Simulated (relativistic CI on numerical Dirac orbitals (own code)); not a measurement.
# Ho⁺: 4d photoemission multiplets

Aim: the 4d photoemission spectrum of Ho⁺ in 3 surroundings, from the same atomic integrals.

Method: Dirac-Coulomb-Breit CI, KLI orbitals optimised for each configuration, model QED (radiative potential, 1s self-energy scaled to tabulated hydrogen-like ionisation energies), valence Slater integrals scaled by 0.7, multiplet model of photoemission in the sudden approximation in a parametric crystal field. Code: relativistic CI on numerical Dirac orbitals (own code) version 1.

## 1. The system

| Property | Result |
| --- | --- |
| ion | Ho⁺ (Ho II) |
| nuclear charge | 67 |
| electrons | 66 |
| configurations | [Xe] 4f12 → [Kr] 4d9 4f12 5s2 5p6 |
| temperature | 300 K |
| widths | Lorentz 1.4 eV, Gauss 0.6 eV |
| surrounding 1 | Oh, B40 = -340, B60 = 90 cm⁻¹ |
| surrounding 2 | D3h, B20 = 130, B40 = 30, B60 = -150, B66 = -10 cm⁻¹ |
| surrounding 3 | Oh, B40 = -360, B60 = 140 cm⁻¹ |

## 2. Surrounding 1: Oh, B40 = -340, B60 = 90

The run's settings:

```ini
atom Ho  Z=67  charge=1  electrons=66
nucleus A=165  rms_radius_fm=5.2022
hamiltonian dirac-coulomb  breit=on  qed=on  c_scale=1
orbitals kli  potential=per-configuration
slater_scale 0.7
correlation none
mixing on
configurations
  [Xe] 4f12
  [Kr] 4d9 4f12 5s2 5p6
end
photoemission 4d T=300 lorentz=1.4 gauss=0.6
crystal_field Oh B40=-340 B60=90
```

## 3. Surrounding 2: D3h, B20 = 130, B40 = 30, B60 = -150, B66 = -10

Changes to the settings of step 2:

```diff
@@ -12,2 +12,2 @@
 photoemission 4d T=300 lorentz=1.4 gauss=0.6
-crystal_field Oh B40=-340 B60=90
+crystal_field D3h B20=130 B40=30 B60=-150 B66=-10
```

## 4. Surrounding 3: Oh, B40 = -360, B60 = 140

Changes to the settings of step 3:

```diff
@@ -12,2 +12,2 @@
 photoemission 4d T=300 lorentz=1.4 gauss=0.6
-crystal_field D3h B20=130 B40=30 B60=-150 B66=-10
+crystal_field Oh B40=-360 B60=140
```

(Steps that only read results are left out.)

Before running it: what results should come out? Wanted: highest peak, first run; ground spin.

**Answer**, as computed:

| surrounding | ground S | centroid (eV) | spread (eV) | up to four highest peaks (% of the highest), eV |
| --- | --- | --- | --- | --- |
| 1: Oh | 0.99 | 169.87 | 6.78 | 161.4 (100), 164.6 (77), 168.0 (56), 172.0 (77) |
| 2: D3h | 0.99 | 169.87 | 6.78 | 161.4 (100), 164.6 (77), 168.0 (56), 172.0 (77) |
| 3: Oh | 0.99 | 169.87 | 6.78 | 161.4 (100), 164.6 (77), 168.0 (56), 172.0 (77) |

| quantity | value |
| --- | --- |
| highest peak, first run | 161.4 eV |
| ground spin (effective S from ⟨S²⟩) | 0.99 |

The highest peak stays in place, within the step of the energy grid, in all surroundings. Energies are those of the free ion without screening by ligands; binding energies in solids differ by tens of eV.
